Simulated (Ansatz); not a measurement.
**ZrNH2 (quartet): from Hartree-Fock to the top rungs, def2-SVP**

The task here is to estimate one member of a computed series from the others.

Method: def2-SVP, core rule «outside noble gas», up to 5 orbitals frozen; program: Ansatz 0.2.0, Gaussian basis.

To be run: UHF; CCSD(T) on ROHF; CCSD(T) on UHF; CISD as a restricted active space (open shells left free, so some higher excitations enter); CCSDT(Q) on ROHF; CCSDT(Q) on UHF.

27 further runs of the same task are left out: 10 for a known fault of the program, 9 that didn't finish, 8 set aside as unsound or not needed. Runs told in other sessions of the task aren't counted.

### The system

The geometry is a PBE0/def2-TZVP stationary point (not a proven minimum). No spin-orbit coupling is included. Elements past krypton take def2 core potentials.

4 atoms, charge 0, spin multiplicity 4.

Atoms are counted from 1 here; the program's logs count them from 0.

Bond lengths: Zr1–N2 2.019 Å, N2–H3 1.014 Å, N2–H4 1.014 Å. Angles: Zr1–N2–H3 125.6°, Zr1–N2–H4 125.6°, H3–N2–H4 108.4°.

As a file:

```xyz
4
H2NZr
Zr   -0.00137    0.00000    0.31270
N     0.01523    0.00000   -1.70609
H    -0.04397   -0.82260   -2.29630
H    -0.04397    0.82260   -2.29630
```

Set-up of the first run:

in.yaml reads:

```yaml
crystal:
  periodic: [false, false, false]
  atoms:
    - {symbol: Zr, position_ang: [-0.001367, 0.000000, 0.312699]}
    - {symbol: N, position_ang: [0.015231, 0.000000, -1.706085]}
    - {symbol: H, position_ang: [-0.043974, -0.822604, -2.296305]}
    - {symbol: H, position_ang: [-0.043974, 0.822604, -2.296305]}
basis:
  gaussian: {orbitals: def2-SVP}
magnetization: {spin_polarized: true, initial_magnetization: 3}
hamiltonian: {xc: hf}
output: {orbitals: {seedname: orbitals}}
```

The run is started by

```console
ansatz run in.yaml --threads 1 --pin off --events-out ev --progress --plain --max-ram 2393MiB
```

Among the steps run: UHF; CCSD(T) on ROHF; CCSD(T) on UHF; CISD as a restricted active space (open shells left free, so some higher excitations enter); CCSDT(Q) on ROHF; CCSDT(Q) on UHF.

One table of the session follows, with a row left open; its other results are not shown here.

| method | from RCCSDT(Q) (kJ/mol) |
| --- | --- |
| ROHF | +636.6 |
| UHF | +626.5 |
| RMP2 | +65.4 |
| UMP2 | +57.1 |
| RCCSD | +23.3 |
| UCCSD | +16.1 |
| RCCSD(T) | +3.5 |
| UCCSD(T) | ? |
| RCCSDT | +1.5 |
| UCCSDT | -5.3 |
| RCCSDT(Q) | 0 |
| UCCSDT(Q) | -7.0 |

**Question.** Estimate the row for UCCSD(T).

The run gave: from RCCSDT(Q) (kJ/mol): -3.5. In the column «from RCCSDT(Q) (kJ/mol)» it lies between UCCSDT (-5.3) and RCCSDT(Q) (0).

Not comparable, so not listed: CISD as a restricted active space (open shells left free, so some higher excitations enter) (they don't share determinant, frozen orbitals or solution with the rows shown, or repeat one).

With the free atoms at the same levels and basis (separate runs), the atomisation energy is 10.570 eV at RCCSDT(Q), 10.569 eV at RCCSD(T), 10.560 eV at UCCSD(T), 7.786 eV at ROHF.

Caveats from the session: Restricted and unrestricted rows rest on different reference determinants; a gap between their highest levels can come from leftover correlation error, from unlike frozen cores or from another state.
